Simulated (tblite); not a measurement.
# H8O4Zn: the cost of one run

Computed with tblite 0.8.0 and PySCF 2.14.0; each step states its level. No surroundings beyond the atoms listed, unless a continuum is named. Atoms count from 0, parts from 1.

## (1) Starting point

13 atoms, charge 2, multiplicity 1; geometry: rigid parts in contact. Parts: 1 = atom 0, `[Zn+2]`, charge 2; 2 = atoms 1–3, `O`, charge 0; 3 = atoms 4–6, `O`, charge 0; 4 = atoms 7–9, `O`, charge 0; 5 = atoms 10–12, `O`, charge 0.

## (2) Docking the parts with GFN2-xTB

Job settings and geometry (Å):

```
{"job": {"kind": "dock", "xc": "GFN2-xTB", "basis": "xTB"}, "charge": 2, "multiplicity": 1, "parts": [{"atoms": "0-0", "charge": 2, "multiplicity": 1}, {"atoms": "1-3", "charge": 0, "multiplicity": 1}, {"atoms": "4-6", "charge": 0, "multiplicity": 1}, {"atoms": "7-9", "charge": 0, "multiplicity": 1}, {"atoms": "10-12", "charge": 0, "multiplicity": 1}]}
Zn     0.021588    -1.499055    -1.529819
O      1.614084    -1.404639    -0.476688
H      2.064718    -2.167140    -0.077131
H      2.216711    -0.652549    -0.365153
O     -1.211757    -1.467358    -0.087842
H     -1.107852    -1.056216     0.778825
H     -2.107689    -1.847099    -0.079990
O      0.600134    -0.460229    -3.001735
H      0.388482    -0.614097    -3.939301
H      1.208973     0.293508    -3.010191
O     -1.091080    -2.609393    -2.572967
H     -1.903813    -2.216408    -2.927788
H     -1.127689    -3.561272    -2.744294
```

Method: GFN2-xTB search for minima from random contacts, gas phase.

Command:

```bash
OMP_NUM_THREADS=1 python cluster_run.py task.json out
```

One launch serves the whole session: the jobs run in the order shown.

Q: Estimate the wall time of this first job on 1 thread of AMD EPYC 9R45, shared host.

About 5.8 s.
